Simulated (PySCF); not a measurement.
# GaCl4−: NMR shieldings

What do calculations give for the NMR shieldings of GaCl4− (`[Cl][Ga-]([Cl])([Cl])[Cl]`)?

Computed with PySCF 2.14.0 and routines of our own; the level stands in each step. Atoms count from 0.

3 further runs of the same task are left out: 3 for a basis unfit for spin-orbit shieldings.

## (1) The system as given

5 atoms, charge -1, multiplicity 1; geometry from: GFN2-xTB.

## (2) Geometry optimisation at PBE0-D3(BJ)/def2-SVP

The job: settings as JSON, then the geometry in Å.

```
{"job": {"xc": "PBE0", "basis": "def2-SVP", "d3": "d3bj", "grid": 1, "maxiter": 30, "kind": "geom"}, "charge": -1, "multiplicity": 1}
Ga     0.000430    -0.000430    -0.000240
Cl     0.010330    -0.016710     2.171130
Cl     2.044070     0.010770    -0.733200
Cl    -1.031040     1.775940    -0.704760
Cl    -1.023790    -1.769570    -0.732920
```

Command:

```
> OMP_NUM_THREADS=1 python heavy_run.py task.json out
```

One launch serves the whole session: the jobs run in the order shown.

What it wrote:

```text
step   0  E = -3764.31937644  max force = 0.010712
step   1  E = -3764.32060889  max force = 0.002020
step   2  E = -3764.32065391  max force = 0.000254
step   3  E = -3764.32065344  max force = 0.000273
optimisation converged
```

It took 13 s on 1 thread of Intel Xeon 6975P-C, shared host; peak memory 0.41 GiB.

Relaxation path:

```
step  energy from step 0 (eV)  largest force component (eV/Å)
   0                   0.0000                          0.5508
   1                  -0.0335                          0.1039
   2                  -0.0348                          0.0131
   3                  -0.0347                          0.0140
```

Distances of close pairs at the start and the end, largest changes first:

```csv
bond,before (Å),after (Å),change (Å)
Ga0–Cl3,2.172,2.207,+0.035
Ga0–Cl1,2.171,2.207,+0.035
Ga0–Cl4,2.172,2.206,+0.035
Ga0–Cl2,2.171,2.203,+0.032
```

The next job starts from the end point, and lists it.

| at the end point | value |
| --- | --- |
| point group (found at 0.08 Å tolerance) | Td |
| rotational constants (GHz, main isotopes) | 1.118, 1.115, 1.109 |

## (3) NMR shieldings: PBE0/x2c-SVPall-2c, spin-free

The job: settings as JSON, then the geometry in Å.

```
{"job": {"xc": "PBE0", "basis": "x2c-SVPall-2c", "rel": "sf", "kind": "hnmr"}, "charge": -1, "multiplicity": 1}
Ga    -0.004042     0.000438     0.004290
Cl    -0.007901    -0.024129     2.210771
Cl     2.076428     0.009148    -0.720257
Cl    -1.036859     1.809074    -0.725629
Cl    -1.027626    -1.794530    -0.769164
```

Level: PBE0/x2c-SVPall-2c GIAO NMR shielding, spin-free X2C, Gaussian nuclei, gas phase.

What it wrote:

```text
spin-free SCF
coarse grid: 32680 points
cycle   1  E = -3788.7930504903  dE =  1.331e-01  |g| = 8.367e-01  |ddm| = 2.632e+00
cycle   2  E = -3788.7122551722  dE =  8.080e-02  |g| = 1.229e+00  |ddm| = 1.559e+00
cycle   3  E = -3788.8951506189  dE = -1.829e-01  |g| = 7.754e-02  |ddm| = 8.804e-01
cycle   4  E = -3788.8962752579  dE = -1.125e-03  |g| = 1.755e-02  |ddm| = 9.349e-02
cycle   5  E = -3788.8963067719  dE = -3.151e-05  |g| = 1.336e-03  |ddm| = 1.047e-02
cycle   6  E = -3788.8963070156  dE = -2.437e-07  |g| = 9.087e-04  |ddm| = 2.562e-03
final grid: 60280 points
cycle   7  E = -3788.8962667773  dE =  1.022e-07  |g| = 1.143e-03  |ddm| = 2.358e-03
cycle   8  E = -3788.8962665153  dE =  2.620e-07  |g| = 1.693e-03  |ddm| = 2.971e-03
cycle   9  E = -3788.8962671208  dE = -6.055e-07  |g| = 2.266e-04  |ddm| = 1.586e-03
cycle  10  E = -3788.8962671264  dE = -5.603e-09  |g| = 4.212e-06  |ddm| = 1.232e-04
converged SCF energy = -3788.8962671264
check of the scalar solution
cycle   1  E = -3788.8962671264  dE = -3.789e+03  |FDS-SDF| = 4.212e-06
cycle   2  E = -3788.8962671264  dE =  9.095e-13  |FDS-SDF| = 2.973e-06
converged, E = -3788.8962671264

Field gradients (au) and densities at the nuclei (bohr^-3)
atom        Vxx        Vyy        Vzz        centre      nuclear mean
  0 Ga    -0.0021    -0.0034     0.0055      23216.576      23213.297
  1 Cl    -1.0411    -1.0452     2.0863       3056.024       3055.983
  2 Cl    -1.0366    -1.0386     2.0752       3056.020       3055.979
  3 Cl    -1.0410    -1.0429     2.0839       3056.023       3055.982
  4 Cl    -1.0388    -1.0438     2.0826       3056.023       3055.982
without picture change
  0 Ga                           0.0057                     29879.245

Core orbital energies (eV)
atom   shell        mean    spread
  0 Ga 1s       -10268.151   0.000
  0 Ga 2s        -1277.895   0.000
  0 Ga 3s         -152.584   0.000
  0 Ga 2p        -1111.411   0.000
  0 Ga 3p         -101.775   0.001
  0 Ga 3d          -19.239   0.158
  1 Cl 1s        -2769.976   0.000
  1 Cl 2s         -255.484   0.000
  1 Cl 3s          -17.891   0.000
  1 Cl 2p         -192.121   0.147
  2 Cl 1s        -2769.951   0.000
  2 Cl 2s         -255.461   0.000
  2 Cl 3s          -17.881   0.000
  2 Cl 2p         -192.098   0.147
  3 Cl 1s        -2769.964   0.000
  3 Cl 2s         -255.472   0.000
  3 Cl 3s          -17.880   0.000
  3 Cl 2p         -192.109   0.147
  4 Cl 1s        -2769.962   0.000
  4 Cl 2s         -255.471   0.000
  4 Cl 3s          -17.881   0.000
  4 Cl 2p         -192.108   0.147

Shielding tensors (ppm)
atom      isotropic    diamagn.    paramagn.     s11        s22        s33       span
  0 Ga     1497.43     2651.20    -1153.77    1495.71    1497.33    1499.26       3.54
  1 Cl      900.32     1150.21     -249.88     815.99     816.57    1068.42     252.43
  2 Cl      898.70     1150.25     -251.55     814.43     814.95    1066.72     252.29
  3 Cl      899.72     1150.22     -250.49     815.25     815.76    1068.17     252.92
  4 Cl      899.57     1150.22     -250.65     815.05     815.72    1067.94     252.89
```

Run time: 14 s. Hardware: 1 thread of Intel Xeon 6975P-C, shared host; peak memory 0.76 GiB.

## (4) NMR shieldings: PBE0/x2c-SVPall-2c in water, spin-free

The job: settings as JSON, then the geometry in Å.

```
{"job": {"xc": "PBE0", "basis": "x2c-SVPall-2c", "rel": "sf", "solvent": "water", "kind": "hnmr"}, "charge": -1, "multiplicity": 1}
Ga    -0.004042     0.000438     0.004290
Cl    -0.007901    -0.024129     2.210771
Cl     2.076428     0.009148    -0.720257
Cl    -1.036859     1.809074    -0.725629
Cl    -1.027626    -1.794530    -0.769164
```

Level: PBE0/x2c-SVPall-2c GIAO NMR shielding, spin-free X2C, Gaussian nuclei, IEF-PCM water.

What it wrote:

```text
spin-free SCF
coarse grid: 32680 points
cycle   1  E = -3788.8667418441  dE =  6.014e-02  |g| = 8.384e-01  |ddm| = 2.632e+00
cycle   2  E = -3788.7999057788  dE =  6.684e-02  |g| = 1.210e+00  |ddm| = 1.562e+00
cycle   3  E = -3788.9710115865  dE = -1.711e-01  |g| = 7.474e-02  |ddm| = 8.355e-01
cycle   4  E = -3788.9720072259  dE = -9.956e-04  |g| = 1.749e-02  |ddm| = 9.053e-02
cycle   5  E = -3788.9720271493  dE = -1.992e-05  |g| = 3.351e-03  |ddm| = 1.048e-02
cycle   6  E = -3788.9720303497  dE = -3.200e-06  |g| = 8.348e-04  |ddm| = 5.164e-03
final grid: 60280 points
cycle   7  E = -3788.9719901185  dE =  2.246e-08  |g| = 1.014e-03  |ddm| = 2.126e-03
cycle   8  E = -3788.9719899905  dE =  1.281e-07  |g| = 1.502e-03  |ddm| = 2.422e-03
cycle   9  E = -3788.9719903553  dE = -3.649e-07  |g| = 1.706e-04  |ddm| = 1.184e-03
cycle  10  E = -3788.9719903605  dE = -5.140e-09  |g| = 6.896e-06  |ddm| = 1.449e-04
converged SCF energy = -3788.9719903605
check of the scalar solution
cycle   1  E = -3788.9719903604  dE = -3.789e+03  |FDS-SDF| = 6.896e-06
cycle   2  E = -3788.9719903605  dE = -5.457e-12  |FDS-SDF| = 4.852e-06
converged, E = -3788.9719903605

Field gradients (au) and densities at the nuclei (bohr^-3)
atom        Vxx        Vyy        Vzz        centre      nuclear mean
  0 Ga    -0.0009    -0.0046     0.0055      23216.645      23213.367
  1 Cl    -1.0334    -1.0377     2.0711       3056.047       3056.006
  2 Cl    -1.0270    -1.0291     2.0561       3056.042       3056.001
  3 Cl    -1.0323    -1.0348     2.0670       3056.045       3056.004
  4 Cl    -1.0303    -1.0353     2.0656       3056.045       3056.004
without picture change
  0 Ga                           0.0057                     29879.336

Core orbital energies (eV)
atom   shell        mean    spread
  0 Ga 1s       -10272.267   0.000
  0 Ga 2s        -1282.015   0.000
  0 Ga 3s         -156.706   0.000
  0 Ga 2p        -1115.533   0.000
  0 Ga 3p         -105.898   0.001
  0 Ga 3d          -23.363   0.157
  1 Cl 1s        -2774.118   0.000
  1 Cl 2s         -259.625   0.000
  1 Cl 3s          -21.931   0.000
  1 Cl 2p         -196.261   0.145
  2 Cl 1s        -2774.101   0.000
  2 Cl 2s         -259.610   0.000
  2 Cl 3s          -21.928   0.000
  2 Cl 2p         -196.247   0.145
  3 Cl 1s        -2774.109   0.000
  3 Cl 2s         -259.617   0.000
  3 Cl 3s          -21.924   0.000
  3 Cl 2p         -196.253   0.145
  4 Cl 1s        -2774.108   0.000
  4 Cl 2s         -259.615   0.000
  4 Cl 3s          -21.925   0.000
  4 Cl 2p         -196.252   0.145

Shielding tensors (ppm)
atom      isotropic    diamagn.    paramagn.     s11        s22        s33       span
  0 Ga     1490.76     2651.38    -1160.63    1488.72    1490.68    1492.88       4.16
  1 Cl      898.54     1150.15     -251.61     813.98     814.56    1067.07     253.09
  2 Cl      897.30     1150.19     -252.90     812.98     813.49    1065.42     252.44
  3 Cl      898.14     1150.16     -252.02     813.51     814.04    1066.86     253.34
  4 Cl      897.99     1150.16     -252.17     813.33     814.00    1066.63     253.30
```

Run time: 14 s. Hardware: 1 thread of Intel Xeon 6975P-C, shared host; peak memory 0.75 GiB.

## (5) NMR shieldings: PBE0/x2c-SVPall-2c in dichloromethane, spin-free

The job: settings as JSON, then the geometry in Å.

```
{"job": {"xc": "PBE0", "basis": "x2c-SVPall-2c", "rel": "sf", "solvent": "dichloromethane", "kind": "hnmr"}, "charge": -1, "multiplicity": 1}
Ga    -0.004042     0.000438     0.004290
Cl    -0.007901    -0.024129     2.210771
Cl     2.076428     0.009148    -0.720257
Cl    -1.036859     1.809074    -0.725629
Cl    -1.027626    -1.794530    -0.769164
```

Method: PBE0/x2c-SVPall-2c GIAO NMR shielding, spin-free X2C, Gaussian nuclei, IEF-PCM dichloromethane.

What it wrote:

```text
spin-free SCF
coarse grid: 32680 points
cycle   1  E = -3788.8591431862  dE =  6.767e-02  |g| = 8.384e-01  |ddm| = 2.632e+00
cycle   2  E = -3788.7896676680  dE =  6.948e-02  |g| = 1.213e+00  |ddm| = 1.563e+00
cycle   3  E = -3788.9632261870  dE = -1.736e-01  |g| = 7.439e-02  |ddm| = 8.443e-01
cycle   4  E = -3788.9642109867  dE = -9.848e-04  |g| = 1.746e-02  |ddm| = 8.987e-02
cycle   5  E = -3788.9642300596  dE = -1.907e-05  |g| = 3.409e-03  |ddm| = 1.003e-02
cycle   6  E = -3788.9642333375  dE = -3.278e-06  |g| = 8.728e-04  |ddm| = 5.220e-03
final grid: 60280 points
cycle   7  E = -3788.9641931019  dE =  3.705e-08  |g| = 1.067e-03  |ddm| = 2.235e-03
cycle   8  E = -3788.9641929482  dE =  1.537e-07  |g| = 1.579e-03  |ddm| = 2.595e-03
cycle   9  E = -3788.9641933714  dE = -4.232e-07  |g| = 1.857e-04  |ddm| = 1.286e-03
cycle  10  E = -3788.9641933770  dE = -5.637e-09  |g| = 6.448e-06  |ddm| = 1.478e-04
converged SCF energy = -3788.9641933770
check of the scalar solution
cycle   1  E = -3788.9641933770  dE = -3.789e+03  |FDS-SDF| = 6.448e-06
cycle   2  E = -3788.9641933770  dE = -9.095e-13  |FDS-SDF| = 4.672e-06
converged, E = -3788.9641933770

Field gradients (au) and densities at the nuclei (bohr^-3)
atom        Vxx        Vyy        Vzz        centre      nuclear mean
  0 Ga    -0.0012    -0.0043     0.0056      23216.637      23213.358
  1 Cl    -1.0349    -1.0395     2.0744       3056.044       3056.003
  2 Cl    -1.0291    -1.0312     2.0603       3056.039       3055.998
  3 Cl    -1.0341    -1.0363     2.0705       3056.042       3056.001
  4 Cl    -1.0321    -1.0371     2.0692       3056.042       3056.001
without picture change
  0 Ga                           0.0057                     29879.325

Core orbital energies (eV)
atom   shell        mean    spread
  0 Ga 1s       -10271.850   0.000
  0 Ga 2s        -1281.598   0.000
  0 Ga 3s         -156.288   0.000
  0 Ga 2p        -1115.116   0.000
  0 Ga 3p         -105.480   0.001
  0 Ga 3d          -22.946   0.157
  1 Cl 1s        -2773.697   0.000
  1 Cl 2s         -259.204   0.000
  1 Cl 3s          -21.511   0.000
  1 Cl 2p         -195.841   0.146
  2 Cl 1s        -2773.678   0.000
  2 Cl 2s         -259.187   0.000
  2 Cl 3s          -21.505   0.000
  2 Cl 2p         -195.824   0.145
  3 Cl 1s        -2773.688   0.000
  3 Cl 2s         -259.195   0.000
  3 Cl 3s          -21.504   0.000
  3 Cl 2p         -195.832   0.145
  4 Cl 1s        -2773.686   0.000
  4 Cl 2s         -259.194   0.000
  4 Cl 3s          -21.504   0.000
  4 Cl 2p         -195.831   0.145

Shielding tensors (ppm)
atom      isotropic    diamagn.    paramagn.     s11        s22        s33       span
  0 Ga     1491.57     2651.36    -1159.79    1489.61    1491.49    1493.61       4.00
  1 Cl      898.70     1150.15     -251.46     814.18     814.76    1067.16     252.98
  2 Cl      897.40     1150.20     -252.80     813.09     813.59    1065.51     252.43
  3 Cl      898.31     1150.17     -251.86     813.71     814.25    1066.96     253.25
  4 Cl      898.15     1150.17     -252.02     813.52     814.19    1066.73     253.21
```

It took 14 s on 1 thread of Intel Xeon 6975P-C, shared host; peak memory 0.76 GiB.

## (6) Shieldings side by side

```csv
run,Ga0,Cl1,Cl3,Cl4,Cl2,time
"step 3, PBE0/x2c-SVPall-2c, spin-free",1497.4,900.3,899.7,899.6,898.7,14 s
"step 4, PBE0/x2c-SVPall-2c in water, spin-free",1490.8,898.5,898.1,898.0,897.3,14 s
"step 5, PBE0/x2c-SVPall-2c in dichloromethane, spin-free",1491.6,898.7,898.3,898.1,897.4,14 s
```

## (7) What came out

| quantity | value |
| --- | --- |
| rotational constants (main isotopes) | 1.12, 1.11, 1.11 GHz |
| shieldings (step 3, PBE0/x2c-SVPall-2c, spin-free) | Ga0 1497.4, Cl1 900.3, Cl2 898.7, Cl3 899.7, Cl4 899.6 ppm |
| shieldings (step 4, PBE0/x2c-SVPall-2c in water, spin-free) | Ga0 1490.8, Cl1 898.5, Cl2 897.3, Cl3 898.1, Cl4 898.0 ppm |
| shieldings (step 5, PBE0/x2c-SVPall-2c in dichloromethane, spin-free) | Ga0 1491.6, Cl1 898.7, Cl2 897.4, Cl3 898.3, Cl4 898.1 ppm |

**Reading.** The optimisation took 3 steps and gained 0.035 eV; among the close pairs (by a distance rule), Ga0–Cl3 changed most, from 2.172 to 2.207 Å. No frequency check was run at this level, so the end point may be a saddle. A continuum can't give the shift that close solvent molecules cause at an ion. Ga0 moves most between the runs, by 7 ppm; the labels say what changes from run to run.
